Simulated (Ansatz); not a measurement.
# C₃H₆AlFO: up Jacob's ladder to CCSD(T)

The task here is to estimate one member of a computed series from the others.

Computed with Ansatz 0.2.0, Gaussian basis. Level: functionals in def2-TZVPP, the program's frozen cores in correlated methods.

The runs, in order: PBE-D4, r2SCAN-D4, PBE0-D4, B3LYP-D4, ωB97X-V, ωB97M-V, B2PLYP; CCSD(T)/def2-TZVPP; MP2/def2-QZVPP; extrapolation to the limit.

### The geometry

The geometry comes from an earlier relaxation with PBE0-D4 in a triple-zeta def2 set; it is a stationary point, not always the lowest conformer.

SMILES `C[C](=O)[Al]([CH3])[F]`, 12 atoms, charge 0, spin multiplicity 1.

Atoms are counted from 1 here; the program's logs count them from 0.

Bond lengths: C1–C2 1.507 Å, C1–H7 1.096 Å, C1–H8 1.096 Å, C1–H9 1.092 Å, C2–O3 1.212 Å, C2–Al4 2.033 Å, Al4–C5 1.941 Å, Al4–F6 1.649 Å, C5–H10 1.092 Å, C5–H11 1.095 Å, C5–H12 1.095 Å. Angles: C2–C1–H7 109.7°, C2–C1–H8 109.7°, C2–C1–H9 111.0°, H7–C1–H8 106.3°, H7–C1–H9 110.1°, H8–C1–H9 110.0°, C1–C2–O3 121.0°, C1–C2–Al4 121.3°, O3–C2–Al4 117.7°, C2–Al4–C5 125.3°, C2–Al4–F6 115.0°, C5–Al4–F6 119.6°, Al4–C5–H10 112.2°, Al4–C5–H11 111.0°, Al4–C5–H12 111.1°, H10–C5–H11 107.9°, H10–C5–H12 108.0°, H11–C5–H12 106.5°.

Set-up of the first run:

in.yaml

```yaml
crystal:
  periodic: [false, false, false]
  atoms:
    - {symbol: C, position_ang: [-1.713895, -0.968908, -0.003051]}
    - {symbol: C, position_ang: [-1.369500, 0.493813, 0.115472]}
    - {symbol: O, position_ang: [-2.236743, 1.330953, 0.240049]}
    - {symbol: Al, position_ang: [0.560366, 1.132205, 0.073913]}
    - {symbol: C, position_ang: [2.118200, -0.012843, -0.096521]}
    - {symbol: F, position_ang: [0.757986, 2.763864, 0.201146]}
    - {symbol: H, position_ang: [-1.218474, -1.531382, 0.796118]}
    - {symbol: H, position_ang: [-1.321016, -1.364979, -0.946102]}
    - {symbol: H, position_ang: [-2.793678, -1.121961, 0.045374]}
    - {symbol: H, position_ang: [3.048699, 0.558545, -0.119707]}
    - {symbol: H, position_ang: [2.177777, -0.720235, 0.737394]}
    - {symbol: H, position_ang: [2.067279, -0.614075, -1.010286]}
basis:
  gaussian: {orbitals: def2-TZVPP}
hamiltonian: {xc: pbe, dispersion: d4}
output: {forces: true, orbitals: {seedname: orbitals}}
```

Command:

```console
ansatz run in.yaml --threads 4 --pin off --events-out ev --progress --plain --max-ram 10444MiB
```

Among the steps run: PBE-D4 (GGA); r2SCAN-D4 (meta-GGA); PBE0-D4 (hybrid); B3LYP-D4 (hybrid); ωB97X-V (range-separated); ωB97M-V (range-separated); B2PLYP (double hybrid); CCSD(T) in def2-TZVPP; MP2 in def2-QZVPP.

One table of the session follows, with a row left open; its other results are not shown here.

It belongs to the step «Atomisation energies». 

| method | atomisation energy (kJ/mol) |
| --- | --- |
| PBE-D4 | 4921.2 |
| r2SCAN-D4 | 4830.8 |
| PBE0-D4 | 4812.5 |
| B3LYP-D4 | 4802.4 |
| ωB97X-V | 4813.4 |
| ωB97M-V | 4820.7 |
| B2PLYP | 4766.6 |
| HF/def2-TZVPP | 3526.0 |
| MP2/def2-TZVPP | 4801.2 |
| CCSD/def2-TZVPP | 4614.6 |
| CCSD(T)/def2-TZVPP | 4690.3 |
| MP2/CBS | ? |
| CCSD(T)/CBS | 4812.7 |

**Question.** Estimate the row for MP2/CBS.

**Answer.** atomisation energy (kJ/mol): 4923.6. In the column «atomisation energy (kJ/mol)» it is the highest.
